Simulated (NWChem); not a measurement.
# CH6FNSSi (SMILES NC(F)([SiH3])S) at 6 levels

Wanted: a comparison of 6 runs (HF/STO-3G, HF/6-31G*, PBE/6-31G, B3LYP/6-31G*, MP2/3-21G) of CH6FNSSi. 

The results are computed with NWChem 7.3.0.

1 further run of the same task is left out (set aside as unsound or not needed).

**1. The structure to begin with**

The species is CH6FNSSi (11 atoms), meant as a singlet with charge 0. SMILES: `NC(F)([SiH3])S`. The shape is that of a PBE0-D4/def2-TZVP optimisation. This is one conformer, not always the lowest.

Bond lengths: N1–C2 1.399 Å, C2–F3 1.417 Å, C2–Si4 1.910 Å, C2–S5 1.830 Å, N1–H6 1.012 Å, N1–H7 1.013 Å, Si4–H8 1.480 Å, Si4–H9 1.483 Å, Si4–H10 1.490 Å, S5–H11 1.342 Å. Some angles: N1–C2–F3 112.7°, N1–C2–Si4 112.9°, N1–C2–S5 110.7°, F3–C2–Si4 107.2°, F3–C2–S5 102.4°, Si4–C2–S5 110.3°, C2–N1–H6 113.0°, C2–N1–H7 112.8°, C2–Si4–H8 108.7°, C2–Si4–H9 108.4°.

**2. Energy and forces at HF/STO-3G (run 1)**

Input file nw.xyz:

```xyz
11
CH6FNSSi
N     -0.255900     0.937900     1.111700
C      0.048700     0.532000    -0.191700
F      1.057800     1.325800    -0.790200
Si     0.626800    -1.285500    -0.288300
S     -1.378700     0.805600    -1.303800
H      0.510600     0.799900     1.757600
H     -0.603600     1.888400     1.155800
H      1.130100    -1.552400    -1.654400
H     -0.525900    -2.161600     0.032800
H      1.708200    -1.499600     0.713800
H     -2.252900     0.152500    -0.522700
```

Input file nw.nw:

```
start nw
title "CH6FNSSi"
memory total 2200 mb
charge 0

geometry noautosym nocenter noautoz
load nw.xyz
end

basis spherical bse
N library STO-3G
C library STO-3G
F library STO-3G
Si library STO-3G
S library STO-3G
H library STO-3G
end

scf
thresh 1e-08
maxiter 80
end

task scf gradient
```

The run is started by

```
$ nwchem nw.nw > nw.out
```

The log of the run:

```text
[...]
  functions       =    39
[...]
  wavefunction    = RHF
[...]
         Total SCF energy =   -871.428284728455
      One-electron energy =  -1825.464941857956
      Two-electron energy =    646.429660564475
 Nuclear repulsion energy =    307.606996565026
        Time for solution =      2.3s
[...]
                         RHF ENERGY GRADIENTS
    atom               coordinates                        gradient
                 x          y          z           x          y          z
   1 N      -0.483581   1.772374   2.100808    0.026461  -0.000353  -0.048000
   2 C       0.092030   1.005334  -0.362260   -0.027762   0.015536   0.080043
   3 F       1.998952   2.505399  -1.493261    0.004350   0.002714  -0.011465
   4 Si      1.184480  -2.429243  -0.544808   -0.010103   0.028183  -0.008920
   5 S      -2.605365   1.522363  -2.463825    0.014518   0.003056  -0.006410
   6 H       0.964894   1.511592   3.321382   -0.011227  -0.003687  -0.010234
   7 H      -1.140639   3.568559   2.184145   -0.000848  -0.014655  -0.003574
   8 H       2.135579  -2.933611  -3.126363    0.010881  -0.004998  -0.028848
   9 H      -0.993807  -4.084832   0.061983   -0.025624  -0.017767   0.008027
  10 H       3.228030  -2.833833   1.348886    0.024351  -0.003731   0.023858
  11 H      -4.257364   0.288183  -0.987760   -0.004997  -0.004297   0.005522
[...]
```

It took 4.2 s on 1 thread of Intel Xeon 6975P-C (Granite Rapids), shared host; peak memory 0.095 GiB.

**3. Energy and gradient at HF/6-31G(d) (spherical functions) (run 2)**

Input file job.xyz:

```xyz
11
CH6FNSSi hf
N     -0.255900     0.937900     1.111700
C      0.048700     0.532000    -0.191700
F      1.057800     1.325800    -0.790200
Si     0.626800    -1.285500    -0.288300
S     -1.378700     0.805600    -1.303800
H      0.510600     0.799900     1.757600
H     -0.603600     1.888400     1.155800
H      1.130100    -1.552400    -1.654400
H     -0.525900    -2.161600     0.032800
H      1.708200    -1.499600     0.713800
H     -2.252900     0.152500    -0.522700
```

Input file run.py:

```python
from ase.io import read
from ase.calculators.nwchem import NWChem

system = read('job.xyz')

calc = NWChem(
    label='job',
    theory='scf',
    memory='2200 mb',
    basis='6-31G*',
    basispar='spherical bse',
    scf={'nopen': '0', 'rhf': None, 'thresh': '1e-08', 'maxiter': '80'},
)
system.calc = calc

forces = system.get_forces()
e = system.get_potential_energy()
print(f"E = {e:.6f} eV")
print("forces (eV/A):")
for s, f in zip(system.symbols, forces):
    print(f"{s:2s} {f[0]:10.5f} {f[1]:10.5f} {f[2]:10.5f}")
print("dipole (e A):", system.get_dipole_moment().round(4))
```

The run is started by

```
$ export ASE_NWCHEM_COMMAND="nwchem PREFIX.nwi > PREFIX.nwo"
$ python run.py
```

The log of the run:

```text
E = -23990.685673 eV
forces (eV/A):
N     0.07060    0.41523    0.49946
C     0.45138    0.24266   -0.67548
F    -0.49442   -0.39353    0.41323
Si    0.22615   -0.27881   -0.00586
S    -0.33594   -0.18579    0.40356
H    -0.36921    0.20415   -0.33923
H     0.30864   -0.46105    0.04715
H    -0.07636    0.02221    0.24009
H     0.18317    0.12850   -0.05168
H    -0.17813    0.04515   -0.16496
H     0.21407    0.26128   -0.36628
dipole (e A): [-0.052  -0.1448  0.4498]
```

The calculator wrote job.nwi:

```
title "job"

permanent_dir job

scratch_dir job

start job

geometry units angstrom nocenter noautosym noautoz
  N  -2.5590000000000002e-01 9.3789999999999996e-01 1.1116999999999999e+00
  C  4.8700000000000000e-02 5.3200000000000003e-01 -1.9170000000000001e-01
  F  1.0578000000000001e+00 1.3258000000000001e+00 -7.9020000000000001e-01
  Si 6.2680000000000002e-01 -1.2855000000000001e+00 -2.8830000000000000e-01
  S  -1.3787000000000000e+00 8.0559999999999998e-01 -1.3038000000000001e+00
  H  5.1060000000000005e-01 7.9990000000000006e-01 1.7576000000000001e+00
  H  -6.0360000000000003e-01 1.8884000000000001e+00 1.1557999999999999e+00
  H  1.1301000000000001e+00 -1.5524000000000000e+00 -1.6544000000000001e+00
  H  -5.2590000000000003e-01 -2.1616000000000000e+00 3.2800000000000003e-02
  H  1.7081999999999999e+00 -1.4996000000000000e+00 7.1379999999999999e-01
  H  -2.2528999999999999e+00 1.5250000000000000e-01 -5.2270000000000005e-01
end

memory 2200 mb

basis spherical bse noprint
   * library 6-31G*
end

scf
  nopen 0
  rhf
  thresh 1e-08
  maxiter 80
end

task scf gradient
```

job.nwo, shortened:

```text
[...]
      One-electron energy =  -1832.196638639892
[... 1 line left out ...]
 Nuclear repulsion energy =    307.606996565026
[... 47 lines left out ...]
                       ROHF Final Molecular Orbital Analysis
[... 255 lines left out ...]
     1   1 0 0     -0.098205      0.000000    -10.008745
[...]
  wavefunction    =   RHF
                         RHF ENERGY GRADIENTS
    atom               coordinates                        gradient
                 x          y          z           x          y          z
   1 N      -0.483581   1.772374   2.100808   -0.001373  -0.008075  -0.009713
   2 C       0.092030   1.005334  -0.362260   -0.008778  -0.004719   0.013136
   3 F       1.998952   2.505399  -1.493261    0.009615   0.007653  -0.008036
[... 7 lines of this table left out ...]
  11 H      -4.257364   0.288183  -0.987760   -0.004163  -0.005081   0.007123
[...]
```

Wall time 29 s (1 thread of Intel Xeon 6975P-C (Granite Rapids), shared host); peak memory 0.095 GiB.

**4. Energy and gradient at PBE/6-31G (run 3)**

Input file ch6fnssi.nw:

```
START ch6fnssi
memory total 2200 mb

GEOMETRY units angstroms noautosym nocenter noautoz
N    -0.255900    0.937900    1.111700
C     0.048700    0.532000   -0.191700
F     1.057800    1.325800   -0.790200
Si    0.626800   -1.285500   -0.288300
S    -1.378700    0.805600   -1.303800
H     0.510600    0.799900    1.757600
H    -0.603600    1.888400    1.155800
H     1.130100   -1.552400   -1.654400
H    -0.525900   -2.161600    0.032800
H     1.708200   -1.499600    0.713800
H    -2.252900    0.152500   -0.522700
END

BASIS spherical bse
N library 6-31G
C library 6-31G
F library 6-31G
Si library 6-31G
S library 6-31G
H library 6-31G
END

DFT
xc xpbe96 cpbe96
mult 1
grid xfine
convergence energy 1e-08
maxiter 100
mulliken
print low
END

TASK dft gradient
```

The run is started by

```
$ nwchem ch6fnssi.nw > ch6fnssi.out
```

The log of the run:

```text
[...]
 d= 0,ls=0.0,diis     1   -883.1466591795 -1.19D+03  3.56D-02  1.06D+00     3.1
[...]
 d= 0,ls=0.0,diis    11   -883.2833567131 -1.68D-09  5.24D-07  7.15D-10    26.6
         Total DFT energy =     -883.283356713141
      One electron energy =    -1832.123577103259
           Coulomb energy =      712.351690674843
    Exchange-Corr. energy =      -71.118466849751
 Nuclear repulsion energy =      307.606996565026
[...]
      Total Density - Mulliken Population Analysis
     ---------------------------------------------
    Atom       Charge   Shell Charges
 -----------   ------   -------------------------------------------------------
    1 N    7     7.60   2.00  0.78  2.54  0.83  1.45
    2 C    6     6.18   2.00  0.67  1.96  0.69  0.86
    3 F    9     9.27   2.00  0.93  3.28  1.06  1.99
    4 Si  14    13.56   2.00  2.00  5.96  1.05  1.99  0.26  0.30
    5 S   16    15.90   2.00  2.00  5.97  1.39  3.06  0.50  0.99
    6 H    1     0.69   0.52  0.16
    7 H    1     0.69   0.52  0.17
    8 H    1     1.05   0.51  0.55
    9 H    1     1.07   0.51  0.56
   10 H    1     1.08   0.50  0.58
[...]
                         DFT ENERGY GRADIENTS
    atom               coordinates                        gradient
                 x          y          z           x          y          z
   1 N      -0.483581   1.772374   2.100808   -0.001182  -0.001692  -0.004740
   2 C       0.092030   1.005334  -0.362260    0.005850   0.020990  -0.018360
   3 F       1.998952   2.505399  -1.493261   -0.031768  -0.022909   0.017945
   4 Si      1.184480  -2.429243  -0.544808   -0.002893   0.004760  -0.001079
   5 S      -2.605365   1.522363  -2.463825    0.013905  -0.016411   0.031695
   6 H       0.964894   1.511592   3.321382   -0.005427   0.004848  -0.010779
   7 H      -1.140639   3.568559   2.184145    0.008310  -0.010197  -0.002866
   8 H       2.135579  -2.933611  -3.126363   -0.003259   0.001914   0.008027
   9 H      -0.993807  -4.084832   0.061983    0.007012   0.006568  -0.001995
  10 H       3.228030  -2.833833   1.348886   -0.007008   0.001575  -0.006066
  11 H      -4.257364   0.288183  -0.987760    0.016461   0.010556  -0.011782
[...]
```

It took 35 s on 1 thread of Intel Xeon 6975P-C (Granite Rapids), shared host; peak memory 0.14 GiB.

Runs 4 to 5 aren't shown in full; the table further down has their settings and results.

**5. Energy and gradient at MP2/3-21G (run 6)**

Input file run.py:

```python
from ase import Atoms
from ase.calculators.nwchem import NWChem

system = Atoms(['N', 'C', 'F', 'Si', 'S', 'H', 'H', 'H', 'H', 'H', 'H'], positions=[
    [-0.255900, 0.937900, 1.111700],
    [0.048700, 0.532000, -0.191700],
    [1.057800, 1.325800, -0.790200],
    [0.626800, -1.285500, -0.288300],
    [-1.378700, 0.805600, -1.303800],
    [0.510600, 0.799900, 1.757600],
    [-0.603600, 1.888400, 1.155800],
    [1.130100, -1.552400, -1.654400],
    [-0.525900, -2.161600, 0.032800],
    [1.708200, -1.499600, 0.713800],
    [-2.252900, 0.152500, -0.522700],
])

calc = NWChem(
    label='ch6fnssi',
    theory='mp2',
    memory='2200 mb',
    basis='3-21G',
    basispar='spherical bse',
    scf={'nopen': '0', 'rhf': None, 'thresh': '1e-08', 'maxiter': '80'},
    mp2={'freeze': 'core 13', 'tight': None},
)
system.calc = calc

forces = system.get_forces()
e = system.get_potential_energy()
print(f"E = {e:.6f} eV")
print("forces (eV/A):")
for s, f in zip(system.symbols, forces):
    print(f"{s:2s} {f[0]:10.5f} {f[1]:10.5f} {f[2]:10.5f}")
```

The run is started by

```
$ export ASE_NWCHEM_COMMAND="nwchem PREFIX.nwi > PREFIX.nwo"
$ python run.py
```

The log of the run:

```text
E = -23878.935763 eV
forces (eV/A):
N    -0.25865    0.05440    0.71343
C     0.35198   -0.92508    0.56971
F     1.27856    0.75632   -0.82157
Si    0.24713   -0.35913    0.08099
S    -1.06752    0.68145   -1.38202
H     0.23916   -0.13555    0.42048
H    -0.28930    0.41276    0.12609
H     0.08130   -0.03440   -0.18810
H    -0.18049   -0.17000    0.03625
H     0.17221    0.02124    0.12295
H    -0.57438   -0.30190    0.32190
```

The calculator wrote ch6fnssi.nwi:

```
title "ch6fnssi"

permanent_dir ch6fnssi

scratch_dir ch6fnssi

start ch6fnssi

geometry units angstrom nocenter noautosym noautoz
  N  -2.5590000000000002e-01 9.3789999999999996e-01 1.1116999999999999e+00
  C  4.8700000000000000e-02 5.3200000000000003e-01 -1.9170000000000001e-01
  F  1.0578000000000001e+00 1.3258000000000001e+00 -7.9020000000000001e-01
  Si 6.2680000000000002e-01 -1.2855000000000001e+00 -2.8830000000000000e-01
  S  -1.3787000000000000e+00 8.0559999999999998e-01 -1.3038000000000001e+00
  H  5.1060000000000005e-01 7.9990000000000006e-01 1.7576000000000001e+00
  H  -6.0360000000000003e-01 1.8884000000000001e+00 1.1557999999999999e+00
  H  1.1301000000000001e+00 -1.5524000000000000e+00 -1.6544000000000001e+00
  H  -5.2590000000000003e-01 -2.1616000000000000e+00 3.2800000000000003e-02
  H  1.7081999999999999e+00 -1.4996000000000000e+00 7.1379999999999999e-01
  H  -2.2528999999999999e+00 1.5250000000000000e-01 -5.2270000000000005e-01
end

memory 2200 mb

basis spherical bse noprint
   * library 3-21G
end

scf
  nopen 0
  rhf
  thresh 1e-08
  maxiter 80
end
mp2
  freeze core 13
  tight
end

task mp2 gradient
```

ch6fnssi.nwo, shortened:

```text
[...]
         Total SCF energy =   -877.106478247540
[...]
                         mp2 ENERGY GRADIENTS
    atom               coordinates                        gradient
                 x          y          z           x          y          z
   1 N      -0.483581   1.772374   2.100808    0.005030  -0.001058  -0.013874
   2 C       0.092030   1.005334  -0.362260   -0.006845   0.017990  -0.011079
   3 F       1.998952   2.505399  -1.493261   -0.024864  -0.014708   0.015977
[... 7 lines of this table left out ...]
  11 H      -4.257364   0.288183  -0.987760    0.011170   0.005871  -0.006260
[...]
```

Wall time 9.6 s (1 thread of Intel Xeon 6975P-C (Granite Rapids), shared host); peak memory 0.17 GiB.

**6. Overview of the runs**

```csv
run,level,iteration cap,module,energy (Eh),dipole moment (D),HOMO energy (eV),LUMO energy (eV),wall time
1,HF/STO-3G,80,scf,-871.428285,1.37,-7.01,11.25,4.2 s
2,HF/6-31G* (spherical functions),80,scf,-881.641444,2.28,-10.03,3.68,29 s
3,PBE/6-31G,100,dft,-883.283357,–,–,–,35 s
4,B3LYP/6-31G* (spherical functions),100,dft,-883.958819,2.15,-6.78,0.07,30 s
5,B3LYP/6-31G* (Cartesian functions),100,dft,-883.966089,2.15,-6.78,0.06,32 s
6,MP2/3-21G,80,mp2,-877.534711,2.42,-10.18,3.90,9.6 s
```

**7. Outcome**

| quantity | value |
| --- | --- |
| run 6: total energy | -877.53471 Eh |
| run 6: dipole moment (of the density that the program reports) | 2.42 D |
| run 6: HOMO energy (Hartree–Fock orbitals) | -10.18 eV |
| run 6: LUMO energy (Hartree–Fock orbitals) | 3.90 eV |
| run 6: HOMO–LUMO gap (Hartree–Fock orbitals) | 14.08 eV |
| run 6: correlation energy (13 core orbitals frozen) | -428.2 mEh |
| run 6: largest force on an atom | 1.875 eV/Å |

Over runs 1, 2, 4, 5, 6 the dipole moment (its size) runs from 1.37 D (HF/STO-3G) to 2.42 D (MP2/3-21G). The two ends differ in method and basis. Over runs 1, 2, 4, 5 the HOMO–LUMO gap runs from 6.84 eV (B3LYP/6-31G*) to 18.26 eV (HF/STO-3G). Totals of different functionals can't be ranked against each other. In run 1 the basis is minimal, so the values are rough. All runs together took 2.3 min, the longest 35 s.
